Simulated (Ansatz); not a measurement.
**Heated and quenched cell Zn8Al12O32Ga4, uniform strain +5.0 %**

Aim: follow the cell under a thermostat, then look at the structure it ends in and at its levels by PBEsol and HSE06.

Method: density functional theory in Ansatz 0.2.0, PAW datasets, plane waves.

## 1. The starting cell

56 atoms (8 Zn, 12 Al, 32 O, 4 Ga); a = 8.553 Å, b = 8.553 Å, c = 8.553 Å, α = 90.00°, β = 90.00°, γ = 90.00°. All atoms were shaken off their sites by about 0.20 Å along each axis.

Steps to follow: (2) PBEsol dynamics at the Γ point alone, on 1 × NVIDIA GB300 Max-Q with 8 threads of Arm Neoverse-V2; (3) PBEsol relaxation at the Γ point alone, on 1 × NVIDIA GB300 Max-Q with 8 threads of Arm Neoverse-V2; (4) HSE06 single point at the Γ point alone, on 1 × NVIDIA GB300 Max-Q with 8 threads of Arm Neoverse-V2.

## 2. The trajectory

Contents of in.yaml:

```yaml
accuracy: low
crystal:
  lattice:
    - [8.552915, 0.000000, 0.000000]
    - [0.000000, 8.552915, 0.000000]
    - [0.000000, 0.000000, 8.552915]
  atoms:
    - { symbol: Zn, position: [0.842991, 0.328634, 0.346400] }
    - { symbol: Zn, position: [0.397602, 0.901752, 0.421504] }
    - { symbol: Zn, position: [0.410550, 0.320912, 0.846196] }
    - { symbol: Zn, position: [0.104237, 0.134558, 0.120773] }
    - { symbol: Zn, position: [0.852708, 0.862431, 0.846429] }
    - { symbol: Zn, position: [0.635110, 0.646245, 0.144944] }
    - { symbol: Zn, position: [0.608122, 0.171904, 0.634160] }
    - { symbol: Zn, position: [0.125169, 0.678957, 0.634436] }
    - { symbol: Al, position: [0.498005, 0.036701, 0.024859] }
    - { symbol: Al, position: [0.769961, 0.269041, 0.999441] }
    - { symbol: Al, position: [0.755243, 0.995150, 0.312390] }
    - { symbol: Al, position: [0.005049, 0.540793, 0.025901] }
    - { symbol: Al, position: [0.250283, 0.749189, 0.010911] }
    - { symbol: Al, position: [0.525988, 0.495005, 0.461717] }
    - { symbol: Al, position: [0.264464, 0.273718, 0.511016] }
    - { symbol: Al, position: [0.510619, 0.263021, 0.271984] }
    - { symbol: Al, position: [0.266522, 0.012868, 0.797306] }
    - { symbol: Al, position: [0.734213, 0.527504, 0.749074] }
    - { symbol: Al, position: [0.989933, 0.749470, 0.263448] }
    - { symbol: Al, position: [0.507737, 0.720291, 0.736215] }
    - { symbol: O, position: [0.553838, 0.025861, 0.239514] }
    - { symbol: O, position: [0.732002, 0.226739, 0.286364] }
    - { symbol: O, position: [0.539446, 0.237407, 0.021911] }
    - { symbol: O, position: [0.790251, 0.987578, 0.958524] }
    - { symbol: O, position: [0.992855, 0.520278, 0.234216] }
    - { symbol: O, position: [0.193914, 0.749282, 0.219373] }
    - { symbol: O, position: [0.997013, 0.741639, 0.989581] }
    - { symbol: O, position: [0.238418, 0.471190, 0.029014] }
    - { symbol: O, position: [0.015572, 0.021373, 0.761170] }
    - { symbol: O, position: [0.222975, 0.223042, 0.737781] }
    - { symbol: O, position: [0.989816, 0.215747, 0.528840] }
    - { symbol: O, position: [0.274593, 0.016407, 0.481780] }
    - { symbol: O, position: [0.279797, 0.230941, 0.242673] }
    - { symbol: O, position: [0.472995, 0.527277, 0.234679] }
    - { symbol: O, position: [0.444953, 0.270349, 0.507081] }
    - { symbol: O, position: [0.218056, 0.458615, 0.485539] }
    - { symbol: O, position: [0.520883, 0.542329, 0.732019] }
    - { symbol: O, position: [0.730111, 0.716961, 0.727092] }
    - { symbol: O, position: [0.513463, 0.739457, 0.476460] }
    - { symbol: O, position: [0.771927, 0.484767, 0.523373] }
    - { symbol: O, position: [0.764914, 0.753390, 0.258132] }
    - { symbol: O, position: [0.958280, 0.968916, 0.275337] }
    - { symbol: O, position: [0.983264, 0.737498, 0.481446] }
    - { symbol: O, position: [0.739838, 0.004080, 0.474618] }
    - { symbol: O, position: [0.762860, 0.251850, 0.751916] }
    - { symbol: O, position: [0.004235, 0.495385, 0.756454] }
    - { symbol: O, position: [0.012603, 0.277542, 0.019023] }
    - { symbol: O, position: [0.807101, 0.488539, 0.007228] }
    - { symbol: O, position: [0.218747, 0.766839, 0.776264] }
    - { symbol: O, position: [0.455941, 0.969494, 0.757374] }
    - { symbol: O, position: [0.471545, 0.796970, 0.974268] }
    - { symbol: O, position: [0.259013, 0.959814, 0.993190] }
    - { symbol: Ga, position: [0.980184, 0.020395, 0.503778] }
    - { symbol: Ga, position: [0.301593, 0.584348, 0.218816] }
    - { symbol: Ga, position: [0.751640, 0.722665, 0.507220] }
    - { symbol: Ga, position: [0.023214, 0.232878, 0.770504] }
kpoints:
  mp_grid: { grid: [1, 1, 1] }
hamiltonian:
  xc: pbesol
scf:
  occupations: { method: fermi_dirac, width: 0.1 }
md:
  ensemble: nvt_langevin
  timestep: 2.5
  n_steps: 650
  temperature: 5500
  temperature_schedule: [{ n_steps: 300, end_temperature: 5500 }, { n_steps: 350, end_temperature: 300 }]
  friction: 0.02
  initial_velocities: maxwell_boltzmann
  seed: 1
```

Started as:

```sh
$ ansatz run in.yaml --threads 8 --pin off --max-ram 118750MiB --runs-dir r --events-out ev --progress --plain --backend cuda --devices 0,
```

After this run come: Relaxing the atoms with PBEsol; HSE06 single point.

**Question.** What will these runs give? Wanted: for each run, top filled to lowest empty.

The runs gave:

```
             level        time  top filled to lowest empty (eV)
PBEsol, relaxation  18 s (GPU)                             2.21
             HSE06  11 s (GPU)                             4.02
```

| quantity | value |
| --- | --- |
| length | 650 steps of 2.5 fs |
| mean temperature of the first stage | 5405 K |
| temperature at the last sample | 563 K (thermostat's target 300 K) |
| median shift | Al 1.75, Ga 1.67, O 1.59, Zn 1.24 Å |
| relaxation | 25 recorded steps, 9.62 eV gained |
| largest shift | 1.92 Å (Zn4) |
| mean count of neighbours within 1.2 times the covalent radii | Zn 4.00, Al 4.50, O 3.22, Ga 4.25 |

**Reading.** Over 1.62 ps the largest median shift, of Al, is 1.75 Å, against 2.1 Å between neighbours at the start, so many of its atoms left their sites. A quench this fast leaves more defects than a real glass holds. The relaxation lowers the energy by 9.62 eV; the largest shift is 1.92 Å (Zn4). At the same k points, PBEsol gives a spacing 1.82 eV smaller than the 4.02 eV of HSE06. With one k point the spacing samples only the states that fold onto it, so it can exceed the gap over the zone.
